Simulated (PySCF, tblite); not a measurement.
# C5H18Si3: geometry, infrared bands and NMR shifts

What infrared bands and NMR shifts should C5H18Si3 (`CCC([SiH3])(CC)[SiH2][SiH3]`) show?

Computed with tblite 0.8.0 and PySCF 2.14.0, with density-fitted response routines of our own, on a single molecule in the gas phase. Atoms are numbered from 0 throughout.

### Step 1. The starting structure

26 atoms, charge 0, multiplicity 1; geometry from: force field or distance geometry start.

Bonds of the start (Å): C0–C1 1.48, C1–C2 1.53, C2–Si3 1.87, C2–C4 1.49, C4–C5 1.50, C2–Si6 1.83, Si6–Si7 2.22, C0–H8 1.12, C0–H9 1.10, C0–H10 1.13, C1–H11 1.10, C1–H12 1.12, Si3–H13 1.46, Si3–H14 1.48, Si3–H15 1.47, C4–H16 1.11, C4–H17 1.11, C5–H18 1.10, C5–H19 1.09, C5–H20 1.14, Si6–H21 1.47, Si6–H22 1.48, Si7–H23 1.47, Si7–H24 1.47, Si7–H25 1.47.

### Step 2. Optimising the geometry with GFN2-xTB

What the job is given:

```
{"job": {"kind": "relax", "xc": "GFN2-xTB", "basis": "xTB"}, "charge": 0, "multiplicity": 1}
C     -2.481000    -0.930900    -0.584100
C     -1.037800    -1.022100    -0.895500
C     -0.119500    -0.326800     0.106100
Si    -0.356900    -1.036500     1.822700
C     -0.473800     1.113200     0.232100
C     -0.377200     1.918400    -1.035300
Si     1.607900    -0.697600    -0.388900
Si     3.129500     0.681000     0.464300
H     -2.903000    -1.965200    -0.511900
H     -2.764700    -0.436800     0.360300
H     -3.087100    -0.438800    -1.397300
H     -0.896800    -0.653000    -1.919700
H     -0.732800    -2.103800    -0.888000
H     -0.261600    -2.496500     1.832400
H      0.730500    -0.449200     2.634000
H     -1.614100    -0.547200     2.418100
H     -1.529500     1.182200     0.565700
H      0.104600     1.554500     1.073700
H      0.245700     1.486700    -1.828900
H     -1.327500     2.232700    -1.463800
H      0.149000     2.881700    -0.730400
H      1.642100    -0.796700    -1.854100
H      1.923400    -2.038800     0.139600
H      2.948000     0.808900     1.915300
H      4.470500     0.139900     0.181900
H      2.991100     1.963400    -0.235100
```

Launch:

```
$ OMP_NUM_THREADS=1 python probes_run.py task.json out
```

The driver reads the jobs from task.json and runs them one after another.

**Question.** This job is followed by: GFN2-xTB harmonic vibrations, gas phase; GIAO PBE0/pcSseg-1 NMR shielding, non-relativistic, gas phase. What will the session give for the following? strongest single infrared mode (GFN2-xTB); zero-point energy (GFN2-xTB); ¹³C shifts against TMS (PBE0/pcSseg-1, means over atoms taken as alike); ¹H shifts against TMS (PBE0/pcSseg-1, means over atoms taken as alike); ²⁹Si shifts against TMS (PBE0/pcSseg-1).

**Answer**, as computed:

| quantity | value |
| --- | --- |
| strongest single infrared mode (GFN2-xTB) | 686 cm⁻¹, 633 km/mol |
| zero-point energy (GFN2-xTB) | 127.6 kcal/mol |
| ¹³C shifts against TMS (PBE0/pcSseg-1, means over atoms taken as alike) | 27.6, 16.2, 12.0 ppm |
| ¹H shifts against TMS (PBE0/pcSseg-1, means over atoms taken as alike) | 3.89, 3.80, 3.42, 1.71, 1.58, 1.01 ppm |
| ²⁹Si shifts against TMS (PBE0/pcSseg-1) | -61.9, -62.3, -122.6 ppm |

In words: The optimisation took 134 steps and gained 0.817 eV; among the close pairs (by a distance rule), C2–Si6 changed most, from 1.835 to 1.927 Å. All 72 modes are real, so the xTB geometry is a minimum. The strongest single mode, at 686 cm⁻¹, is carried by H21, H22, Si6. Unscaled tight-binding wavenumbers are off by several per cent, some by more. Its intensities can rank the bands wrongly. At PBE0/pcSseg-1: The widest tensor belongs to Si6: span 136 ppm, with a paramagnetic part of -472 ppm.
